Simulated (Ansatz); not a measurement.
# C2H5BFN: basis-set convergence

One table from this session's results is given with a row withheld; the runs are named, their logs left out.

The runs use Ansatz 0.2.0, Gaussian basis; one geometry, several basis sets.

The runs, in order: PBE0-D4/def2-SVP; ωB97M-V/def2-SVP; PBE0-D4/def2-QZVPP; ωB97M-V/def2-QZVPP; the functionals' def2-TZVPP values are taken from earlier runs.

## Structure used throughout

The geometry comes from an earlier relaxation with PBE0-D4 in a triple-zeta def2 set; it is a stationary point, not always the lowest conformer.

SMILES `B/C=C(/N)F`, 10 atoms, charge 0, spin multiplicity 1.

Atoms are counted from 1 here; the program's logs count them from 0.

Bond lengths: B1–C2 1.499 Å, B1–H6 1.197 Å, B1–H7 1.198 Å, C2–C3 1.357 Å, C2–H8 1.087 Å, C3–N4 1.342 Å, C3–F5 1.325 Å, N4–H9 1.003 Å, N4–H10 1.004 Å. Angles: C2–B1–H6 121.0°, C2–B1–H7 120.0°, H6–B1–H7 119.0°, B1–C2–C3 123.5°, B1–C2–H8 122.2°, C3–C2–H8 114.2°, C2–C3–N4 128.1°, C2–C3–F5 121.7°, N4–C3–F5 110.2°, C3–N4–H9 119.6°, C3–N4–H10 119.7°, H9–N4–H10 119.2°.

Set-up of the first run:

Contents of in.yaml:

```yaml
crystal:
  periodic: [false, false, false]
  atoms:
    - {symbol: B, position_ang: [-1.659379, 0.269407, 0.897084]}
    - {symbol: C, position_ang: [-0.543431, -0.409388, 0.161613]}
    - {symbol: C, position_ang: [0.602694, 0.217023, -0.205022]}
    - {symbol: N, position_ang: [1.664502, -0.303594, -0.840344]}
    - {symbol: F, position_ang: [0.813463, 1.497638, 0.062382]}
    - {symbol: H, position_ang: [-1.584365, 1.424745, 1.201733]}
    - {symbol: H, position_ang: [-2.646133, -0.345674, 1.187356]}
    - {symbol: H, position_ang: [-0.590023, -1.457343, -0.123536]}
    - {symbol: H, position_ang: [1.622805, -1.243946, -1.185379]}
    - {symbol: H, position_ang: [2.402867, 0.300032, -1.152887]}
basis:
  gaussian: {orbitals: def2-SVP}
hamiltonian: {xc: pbe0, dispersion: d4}
output: {orbitals: {seedname: orbitals}}
```

The run is started by

```console
$ ansatz run in.yaml --threads 2 --pin off --events-out ev --progress --plain --max-ram 4352MiB
```

Among the steps run: PBE0-D4 in def2-SVP; ωB97M-V in def2-SVP; PBE0-D4 in def2-QZVPP; ωB97M-V in def2-QZVPP.

One of the session's tables, all rows but one given; the rest of the session is left out.

It belongs to the step «Functionals by basis». 

| functional | basis | HOMO (eV) |
| --- | --- | --- |
| PBE0-D4 | def2-SVP | -6.76 |
| PBE0-D4 | def2-TZVPP | -6.87 |
| PBE0-D4 | def2-QZVPP | ? |
| ωB97M-V | def2-SVP | -8.87 |
| ωB97M-V | def2-TZVPP | -9.00 |
| ωB97M-V | def2-QZVPP | -9.03 |

**Question.** Estimate the row for PBE0-D4, def2-QZVPP.

**Answer.** HOMO (eV): -6.90. In the column «HOMO (eV)» it lies between ωB97M-V, def2-SVP (-8.87) and PBE0-D4, def2-TZVPP (-6.87).
